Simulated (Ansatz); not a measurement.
# CH8BFGaGeNSe: one species, many methods

The task here is to estimate one member of a computed series from the others.

The runs use Ansatz 0.2.0, Gaussian basis; functionals in def2-TZVPP, the program's frozen cores in correlated methods.

Levels to be run: LDA (SPW92), PBE-D4, revPBE-D4, BLYP-D4, r2SCAN-D4, B97M-V, PBE0-D4, B3LYP-D4, r2SCANh-D4, r2SCAN0-D4, HSE06-D4, BHLYP-D4, CAM-B3LYP-D4, LC-ωPBE, ωB97X-V, ωB97M-V, B2PLYP, PBE-QIDH; CCSD(T)/def2-SVP; CCSD(T)/def2-TZVPP; MP2/def2-QZVPP; extrapolation to the limit; RPA on PBE.

## The geometry

An earlier PBE0-D4 in a triple-zeta def2 set relaxation fixed the geometry.

15 atoms, charge 0, spin multiplicity 1.

Atoms are counted from 1 here; the program's logs count them from 0.

Bond lengths: N1–Ge2 1.855 Å, N1–H8 1.012 Å, N1–H9 1.012 Å, Ge2–B3 2.062 Å, Ge2–H10 1.542 Å, Ge2–H11 1.552 Å, B3–C4 1.545 Å, B3–Ga6 2.070 Å, C4–F5 1.397 Å, C4–H12 1.101 Å, C4–H13 1.101 Å, Ga6–Se7 2.337 Å, Ga6–H14 1.563 Å, Se7–H15 1.469 Å. Angles: Ge2–N1–H8 113.7°, Ge2–N1–H9 113.2°, H8–N1–H9 107.5°, N1–Ge2–B3 110.2°, N1–Ge2–H10 105.5°, N1–Ge2–H11 113.4°, B3–Ge2–H10 109.9°, B3–Ge2–H11 110.6°, H10–Ge2–H11 107.1°, Ge2–B3–C4 117.5°, Ge2–B3–Ga6 123.5°, C4–B3–Ga6 118.9°, B3–C4–F5 115.3°, B3–C4–H12 110.4°, B3–C4–H13 110.0°, F5–C4–H12 107.6°, F5–C4–H13 108.1°, H12–C4–H13 105.0° and more.

As a file:

```xyz
15
charge 0, multiplicity 1
N    -2.61752    0.65616    0.32343
Ge   -0.86087    1.18549    0.59523
B     0.42461   -0.37144    0.17847
C    -0.19872   -1.70140   -0.29987
F     0.71463   -2.71419   -0.60059
Ga    2.48641   -0.19803    0.23722
Se    3.47492    0.79824   -1.63180
H    -2.96126    0.01312    1.02456
H    -3.26509    1.43213    0.27957
H    -0.62163    2.34209   -0.39544
H    -0.59768    1.74312    2.01977
H    -0.89313   -2.09374    0.45921
H    -0.82061   -1.52717   -1.19100
H     3.53384   -0.57198    1.33558
H     2.20210    1.00758   -2.33434
```

Set-up of the first run:

in.yaml

```yaml
crystal:
  periodic: [false, false, false]
  atoms:
    - {symbol: N, position_ang: [-2.617523, 0.656159, 0.323428]}
    - {symbol: Ge, position_ang: [-0.860873, 1.185494, 0.595235]}
    - {symbol: B, position_ang: [0.424605, -0.371442, 0.178472]}
    - {symbol: C, position_ang: [-0.198716, -1.701396, -0.299874]}
    - {symbol: F, position_ang: [0.714629, -2.714190, -0.600585]}
    - {symbol: Ga, position_ang: [2.486410, -0.198032, 0.237216]}
    - {symbol: Se, position_ang: [3.474922, 0.798241, -1.631802]}
    - {symbol: H, position_ang: [-2.961260, 0.013122, 1.024562]}
    - {symbol: H, position_ang: [-3.265086, 1.432134, 0.279573]}
    - {symbol: H, position_ang: [-0.621633, 2.342093, -0.395443]}
    - {symbol: H, position_ang: [-0.597681, 1.743124, 2.019766]}
    - {symbol: H, position_ang: [-0.893132, -2.093736, 0.459207]}
    - {symbol: H, position_ang: [-0.820611, -1.527174, -1.190999]}
    - {symbol: H, position_ang: [3.533841, -0.571978, 1.335581]}
    - {symbol: H, position_ang: [2.202100, 1.007581, -2.334338]}
basis:
  gaussian: {orbitals: def2-TZVPP}
hamiltonian: {xc: lda}
output: {orbitals: {seedname: orbitals}}
```

Run with:

```console
ansatz run in.yaml --threads 4 --pin off --events-out ev --progress --plain --max-ram 63488MiB --backend cuda --devices 0, --max-vram 37GiB
```

Among the steps run: LDA; PBE-D4 (GGA); revPBE-D4 (GGA); BLYP-D4 (GGA); r2SCAN-D4 (meta-GGA); B97M-V (meta-GGA); B3LYP-D4 (hybrid); r2SCANh-D4 (hybrid); r2SCAN0-D4 (hybrid); HSE06-D4 (hybrid); BHLYP-D4 (hybrid); CAM-B3LYP-D4 (range-separated); LC-ωPBE (range-separated); ωB97X-V (range-separated); ωB97M-V (range-separated); B2PLYP (double hybrid); PBE-QIDH (double hybrid).

One table of the session follows, with a row left open; its other results are not shown here.

It belongs to the step «Frontier levels by functional». 

```
  functional  HOMO (eV)  LUMO (eV)  gap (eV)
 LDA (SPW92)      -6.11      -3.58      2.53
      PBE-D4      -5.98      -3.37      2.61
   revPBE-D4      -5.92      -3.27      2.66
     BLYP-D4      -5.86      -3.18      2.67
   r2SCAN-D4      -6.29      -3.16      3.13
      B97M-V      -6.36      -3.16      3.20
     PBE0-D4      -7.14      -2.52      4.62
    B3LYP-D4      -6.91      -2.68      4.24
  r2SCANh-D4          ?          ?         ?
  r2SCAN0-D4      -7.32      -2.41      4.91
    HSE06-D4      -6.75      -2.90      3.85
    BHLYP-D4      -8.06      -1.51      6.56
CAM-B3LYP-D4      -8.38      -1.40      6.98
     LC-ωPBE      -9.70      -0.30      9.40
     ωB97X-V      -9.38      -0.41      8.97
     ωB97M-V      -9.25      -0.60      8.65
```

Estimate the missing values for r2SCANh-D4.

Worked estimate for «HOMO (eV)». Against the share of exact exchange, r2SCAN-D4 (0, -6.29), r2SCAN0-D4 (0.25, -7.32) give a slope of -4.12 per unit share; at 0.1 the line stands at -6.70.

**Answer.** HOMO (eV): -6.72; LUMO (eV): -2.86; gap (eV): 3.86. In «HOMO (eV)» the line misses by +0.02.
